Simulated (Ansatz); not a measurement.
# SiSCl3 radical: geometry optimisation

Aim: relax SiSCl3 radical at this level.

Program: Ansatz 0.2.0. Level of theory: UKS PBE0-D4/def2-SVP. These are calculated values, not measurements.

**1. The system as given**

SMILES `[S][Si](Cl)(Cl)Cl`, 5 atoms, charge 0, spin multiplicity 2.

Atoms are counted from 1 here; the program's logs count them from 0.

Bond lengths: S1–Si2 2.106 Å, Si2–Cl3 2.069 Å, Si2–Cl4 2.061 Å, Si2–Cl5 2.061 Å. Angles: S1–Si2–Cl3 102.3°, S1–Si2–Cl4 114.0°, S1–Si2–Cl5 113.8°, Cl3–Si2–Cl4 109.6°, Cl3–Si2–Cl5 109.9°, Cl4–Si2–Cl5 107.2°.

As a file:

```xyz
5
Cl3SSi
S    -0.94212   -0.14556    1.86656
Si   -0.02323    0.01551   -0.02121
Cl    1.61106   -1.23771    0.17622
Cl   -1.20214   -0.62941   -1.58389
Cl    0.60633    1.92358   -0.47908
```

**2. Relaxation**

File input.yaml:

```yaml
crystal:
  periodic: [false, false, false]
  atoms:
    - { symbol: S, position_ang: [-0.942117, -0.145563, 1.866558] }
    - { symbol: Si, position_ang: [-0.023233, 0.015506, -0.021209] }
    - { symbol: Cl, position_ang: [1.61106, -1.237709, 0.176222] }
    - { symbol: Cl, position_ang: [-1.202142, -0.629409, -1.583886] }
    - { symbol: Cl, position_ang: [0.606332, 1.923576, -0.479085] }
magnetization:
  spin_polarized: true
  initial_magnetization: 1
basis:
  gaussian: { orbitals: def2-SVP }
hamiltonian:
  xc: pbe0
  dispersion: d4
output:
  forces: true
relax:
  f_tol: 0.003
  max_steps: 120
```

Started as:

```
$ ansatz run input.yaml --threads 1 --pin off --max-ram 2560MiB --backend cpu --events-out ev --progress --plain --runs-dir out
```

What does the calculation give? Wanted: energy gained; root mean square move; dipole moment.

As calculated:

```
             quantity      value
        energy gained  0.0136 eV
root mean square move    0.024 Å
        dipole moment     0.29 D
```

**Reading.** Bond lengths: S1–Si2 2.104 Å, Si2–Cl3 2.046 Å, Si2–Cl4 2.043 Å, Si2–Cl5 2.043 Å. Angles: S1–Si2–Cl3 104.1°, S1–Si2–Cl4 112.8°, S1–Si2–Cl5 112.8°, Cl3–Si2–Cl4 109.9°, Cl3–Si2–Cl5 109.9°, Cl4–Si2–Cl5 107.4°. No frequencies were computed here.
